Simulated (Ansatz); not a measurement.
# Na₂I₂: geometry at several levels

One table from this session's results is given with a row withheld; the runs are named, their logs left out.

Method: the levels named in each step, in Ansatz 0.2.0.

## The structure to begin with

Bond lengths: I1–Na3 3.004 Å, I2–Na3 3.002 Å, I1–Na4 3.004 Å, I2–Na4 3.003 Å. Angles: I1–Na3–I2 98.1°, Na3–I1–Na4 81.8°, Na3–I2–Na4 81.9°, I1–Na4–I2 98.1°.

Coordinates:

```xyz
4

I     0.8713    1.5206    1.4415
I    -0.8714   -1.5206   -1.4414
Na   -1.7871    0.2936    0.7688
Na    1.7862   -0.2951   -0.7702
```

The first run:

File input.yaml:

```yaml
crystal:
  periodic: [false, false, false]
  atoms:
    - { symbol: I, position_ang: [0.87126, 1.52064, 1.44146] }
    - { symbol: I, position_ang: [-0.87139, -1.52062, -1.4414] }
    - { symbol: Na, position_ang: [-1.7871, 0.29358, 0.76875] }
    - { symbol: Na, position_ang: [1.78621, -0.29513, -0.77022] }
basis:
  gaussian: { orbitals: def2-SVP }
hamiltonian:
  xc: pbe
  dispersion: d4
relax:
  f_tol: 0.03
  max_steps: 200
```

Started as:

```console
$ ansatz run input.yaml --threads 2 --pin off --max-ram 5120MiB --backend cpu --events-out ev --progress --plain --runs-dir out
```

Steps of the session up to this table: A rough first relaxation, PBE-D4/def2-SVP; Relaxation, HF/def2-SVP; Relaxation, LDA/def2-SVP; Relaxation, PBE-D4/def2-SVP; Relaxation, PBE0-D4/def2-TZVPP; Relaxation, MP2/def2-TZVPP.

One of the session's tables, all rows but one given; the rest of the session is left out.

It belongs to the step «Geometries side by side». 

| level | I1–Na3 (Å) | I1–Na4 (Å) | I2–Na3 (Å) |
| --- | --- | --- | --- |
| HF/def2-SVP | 2.9758 | 2.9758 | 2.9758 |
| LDA/def2-SVP | 2.8736 | 2.8736 | 2.8736 |
| PBE-D4/def2-SVP | 2.9290 | 2.9290 | 2.9290 |
| PBE0-D4/def2-TZVPP | 2.9042 | 2.9042 | 2.9042 |
| MP2/def2-TZVPP | ? | ? | ? |

Q: Estimate the row for MP2/def2-TZVPP from the others.

As computed: I1–Na3 (Å): 2.9088; I1–Na4 (Å): 2.9088; I2–Na3 (Å): 2.9088. In the column «I1–Na3 (Å)» it lies between PBE0-D4/def2-TZVPP (2.9042) and PBE-D4/def2-SVP (2.9290).
